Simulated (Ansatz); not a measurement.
**C2H7AlO (SMILES C[CH2][AlH][OH]) at 6 levels**

Wanted: a comparison of 6 runs (HF/STO-3G, HF/6-31G*, HSE06/6-31G*, SVWN5/6-31G*, wB97M-V/6-31G*, CCSD(T)/6-31G*) of C2H7AlO. 

The results are computed with Ansatz 0.2.0.

61 further runs of the same task are left out: 61 set aside as unsound or not needed.

### 1 Starting point

The species is C2H7AlO (11 atoms), meant as a singlet with charge 0. SMILES: `C[CH2][AlH][OH]`. The C1–C2 distance was set to 1.987 Å, away from the relaxed value.

Bond lengths: C2–Al3 1.957 Å, Al3–O4 1.701 Å, C1–H5 1.094 Å, C1–H6 1.094 Å, C1–H7 1.094 Å, C2–H8 1.098 Å, C2–H9 1.098 Å, Al3–H10 1.582 Å, O4–H11 0.956 Å. Angles: C2–Al3–O4 121.1°, C2–Al3–H10 123.9°, O4–Al3–H10 115.0°, Al3–C2–H8 107.6°, Al3–C2–H9 107.6°, Al3–O4–H11 123.1°, H8–C2–H9 104.1°, H5–C1–H6 106.9°, H5–C1–H7 106.9°, H6–C1–H7 107.0°. A long bond or contact: C1–C2 1.987 Å.

### 2 The energy at HF/STO-3G (run 1)

Contents of run.yaml:

```yaml
crystal:
  periodic: [false, false, false]
  atoms:
    - symbol: C
      position_ang: [-1.497879, 0.961830, -0.102296]
    - symbol: C
      position_ang: [0.175900, 0.388000, 0.802000]
    - symbol: Al
      position_ang: [1.254500, -0.947900, -0.137800]
    - symbol: O
      position_ang: [0.762600, -1.576800, -1.639300]
    - symbol: H
      position_ang: [-2.177279, 0.120530, -0.267396]
    - symbol: H
      position_ang: [-2.048879, 1.707430, 0.478904]
    - symbol: H
      position_ang: [-1.296879, 1.405730, -1.081596]
    - symbol: H
      position_ang: [-0.049300, -0.010000, 1.800700]
    - symbol: H
      position_ang: [0.818800, 1.256800, 0.997900]
    - symbol: H
      position_ang: [2.622300, -1.522700, 0.412400]
    - symbol: H
      position_ang: [-0.043800, -1.310100, -2.077800]
basis:
  gaussian:
    orbitals: STO-3G
output: {orbitals: {seedname: orbitals}}
accuracy: high
hamiltonian:
  xc: hf
```

Launch:

```sh
ansatz run run.yaml --threads 1 --pin off --max-ram 3480MiB --events-out events.jsonl --progress --plain --runs-dir runs
```

What it wrote:

```text
Warning: RAYON_NUM_THREADS=1 ignored (pool sized by the plan → 1); use --threads N
Functional definition: HF
  name "HF"
  exchange = exact_x
  correlation = 0
620 factors; integrals over basis functions are off by at most 9.1e-9 eV
mean field evaluation 1: about -10656.1336 eV, gradient 2.5e1 eV
mean field evaluation 2: about -10656.2284 eV, gradient 2.5e1 eV
mean field evaluation 4: about -10658.6476 eV, gradient 1.6e0 eV
mean field evaluation 8: about -10658.6602 eV, gradient 2.5e-2 eV
mean field -10658.66023833 eV, -391.6985390591 hartree, gradient 1.6e-8 eV, S^2 0.000000; 0 other end points of the search recorded, 0 dependent functions left out
reference -10658.66023833 eV, -391.6985390591 hartree; 20, 20 occupied and 11, 11 virtual orbitals, 620 factors
Total energy: -10658.66023833 eV, -391.6985390591 hartree
```

Wall time 0.26 s (1 thread of Arm Neoverse V2, shared host).

### 3 A single-point energy at HF/6-31G(d) (spherical functions) (run 2)

run.yaml: that of step 2 with these lines changed.

```diff
@@ -26,7 +26,5 @@
 basis:
-  gaussian:
-    orbitals: STO-3G
+  gaussian: {orbitals: 6-31G_st_-spherical.json}
 output: {orbitals: {seedname: orbitals}}
 accuracy: high
-hamiltonian:
-  xc: hf
+hamiltonian: {xc: hf}
```

The basis set 6-31G* is read from a file made from the Basis Set Exchange's data (not shown).

Launch:

```sh
ansatz run run.yaml --threads 1 --pin off --max-ram 3480MiB --events-out events.jsonl --progress --plain --runs-dir runs
```

What it wrote:

```text
Warning: RAYON_NUM_THREADS=1 ignored (pool sized by the plan → 1); use --threads N
[... 4 set-up lines as earlier in the session ...]
1765 factors; integrals over basis functions are off by at most 3.6e-9 eV
mean field evaluation 1: about -10787.2184 eV, gradient 4.0e1 eV
mean field evaluation 2: about -10787.2992 eV, gradient 4.0e1 eV
mean field evaluation 4: about -10790.8249 eV, gradient 3.2e0 eV
mean field evaluation 8: about -10790.8698 eV, gradient 1.6e-1 eV
mean field evaluation 16: about -10790.8700 eV, gradient 1.1e-8 eV
mean field -10790.86997589 eV, -396.5571572995 hartree, gradient 1.1e-8 eV, S^2 0.000000; 0 other end points of the search recorded, 0 dependent functions left out
reference -10790.86997589 eV, -396.5571572995 hartree; 20, 20 occupied and 54, 54 virtual orbitals, 1765 factors
Total energy: -10790.86997589 eV, -396.5571572995 hartree
```

It took 1.6 s on 1 thread of Arm Neoverse V2, shared host; peak memory 0.18 GiB.

Run 3 isn't shown in full; the table further down has it.

### 4 A single-point energy at SVWN5/6-31G(d) (spherical functions) (run 4)

Contents of run.yaml:

```yaml
crystal:
  periodic: [false, false, false]
  atoms:
    - {symbol: C, position_ang: [-1.497879, 0.961830, -0.102296]}
    - {symbol: C, position_ang: [0.175900, 0.388000, 0.802000]}
    - {symbol: Al, position_ang: [1.254500, -0.947900, -0.137800]}
    - {symbol: O, position_ang: [0.762600, -1.576800, -1.639300]}
    - {symbol: H, position_ang: [-2.177279, 0.120530, -0.267396]}
    - {symbol: H, position_ang: [-2.048879, 1.707430, 0.478904]}
    - {symbol: H, position_ang: [-1.296879, 1.405730, -1.081596]}
    - {symbol: H, position_ang: [-0.049300, -0.010000, 1.800700]}
    - {symbol: H, position_ang: [0.818800, 1.256800, 0.997900]}
    - {symbol: H, position_ang: [2.622300, -1.522700, 0.412400]}
    - {symbol: H, position_ang: [-0.043800, -1.310100, -2.077800]}
basis:
  gaussian:
    orbitals: 6-31G_st_-spherical.json
hamiltonian:
  xc: {name: SVWN5}
accuracy: high
output: {orbitals: {seedname: orbitals}}
```

The basis set 6-31G* is read from a file made from the Basis Set Exchange's data (not shown).

Launch:

```sh
ansatz run run.yaml --threads 1 --pin off --max-ram 3480MiB --events-out events.jsonl --progress --plain --runs-dir runs
```

What it wrote:

```text
Warning: RAYON_NUM_THREADS=1 ignored (pool sized by the plan → 1); use --threads N
Functional definition: SVWN5
  name "SVWN5"
  exchange = slater_x
  correlation = vwn5_c
1765 factors; integrals over basis functions are off by at most 3.6e-9 eV
mean field evaluation 1: about -10753.5725 eV, gradient 7.8e1 eV
mean field evaluation 2: about -10698.0798 eV, gradient 1.6e2 eV
mean field evaluation 4: about -10766.0623 eV, gradient 1.3e1 eV
mean field evaluation 8: about -10766.5260 eV, gradient 4.1e-1 eV
mean field evaluation 16: about -10766.5175 eV, gradient 1.5e-5 eV
mean field -10766.51754803 eV, -395.6622220824 hartree, gradient 4.7e-8 eV, S^2 0.000000; 0 other end points of the search recorded, 0 dependent functions left out
reference -10766.51755215 eV, -395.6622222338 hartree; 20, 20 occupied and 54, 54 virtual orbitals, 1765 factors
Total energy: -10766.51755215 eV, -395.6622222338 hartree
```

Run time: 3.6 s. Hardware: 1 thread of Arm Neoverse V2, shared host; peak memory 0.21 GiB.

Run 5 isn't shown in full; the table further down has it.

### 5 A single-point energy at CCSD(T)/6-31G(d) (spherical functions) (run 6)

Contents of run.yaml:

```yaml
crystal:
  periodic: [false, false, false]
  atoms:
    - symbol: C
      position_ang: [-1.497879, 0.961830, -0.102296]
    - symbol: C
      position_ang: [0.175900, 0.388000, 0.802000]
    - symbol: Al
      position_ang: [1.254500, -0.947900, -0.137800]
    - symbol: O
      position_ang: [0.762600, -1.576800, -1.639300]
    - symbol: H
      position_ang: [-2.177279, 0.120530, -0.267396]
    - symbol: H
      position_ang: [-2.048879, 1.707430, 0.478904]
    - symbol: H
      position_ang: [-1.296879, 1.405730, -1.081596]
    - symbol: H
      position_ang: [-0.049300, -0.010000, 1.800700]
    - symbol: H
      position_ang: [0.818800, 1.256800, 0.997900]
    - symbol: H
      position_ang: [2.622300, -1.522700, 0.412400]
    - symbol: H
      position_ang: [-0.043800, -1.310100, -2.077800]
basis:
  gaussian: {orbitals: 6-31G_st_-spherical.json}
accuracy: high
correlation: {method: ccsd_t, frozen_orbitals: {Al: 5, C: 1, H: 0, O: 1}}
scf: {omitted_lower_state_checks: [cluster_reference, increment]}
```

The basis set 6-31G* is read from a file made from the Basis Set Exchange's data (not shown).

Launch:

```sh
ansatz run run.yaml --threads 1 --pin off --max-ram 3480MiB --events-out events.jsonl --progress --plain --runs-dir runs
```

What it wrote:

```text
Warning: RAYON_NUM_THREADS=1 ignored (pool sized by the plan → 1); use --threads N
[... 12 lines left out ...]
8 core orbitals not correlated: weight in the atoms' cores, before any rotation towards them, 1.000 or more for the frozen orbitals, at most 0.000 for the correlated occupied ones
[... 25 lines left out ...]
Total energy: -10805.95058120 eV, -397.1113593228 hartree
Checks for a lower state left out: cluster_reference, increment
```

Wall time 9.6 s (1 thread of Arm Neoverse V2, shared host); peak memory 0.35 GiB.

### 6 Overview of the runs

```tsv
run	level	frozen core orbitals	energy (Eh)	HOMO energy (eV)	LUMO energy (eV)	HOMO–LUMO gap (eV)	wall time
1	HF/STO-3G	–	-391.698539	-8.11	9.52	17.63	0.26 s
2	HF/6-31G* (spherical functions)	–	-396.557157	-10.47	2.34	12.81	1.6 s
3	HSE06/6-31G* (spherical functions)	–	-397.728706	-7.11	-0.59	6.53	6.6 s
4	SVWN5/6-31G* (spherical functions)	–	-395.662222	-6.25	-1.15	5.11	3.6 s
5	wB97M-V/6-31G* (spherical functions)	–	-397.948139	-9.67	1.35	11.02	72 s
6	CCSD(T)/6-31G* (spherical functions)	8	-397.111359	–	–	–	9.6 s
```

### 7 What came out

| quantity | value |
| --- | --- |
| run 6: total energy | -397.11136 Eh |
| run 6: correlation energy (8 core orbitals frozen) | -554.2 mEh |
| run 6: (T) correction | -13.85 mEh |
| run 6: T1 diagnostic | 0.013 |

In words: Over runs 1, 2, 3, 4, 5 the HOMO–LUMO gap runs from 5.11 eV (SVWN5/6-31G*) to 17.63 eV (HF/STO-3G). The two ends differ in method and basis. Totals of different functionals can't be ranked against each other. In run 1 the basis is minimal, so the values are rough. All runs together took 94 s, the longest 72 s.
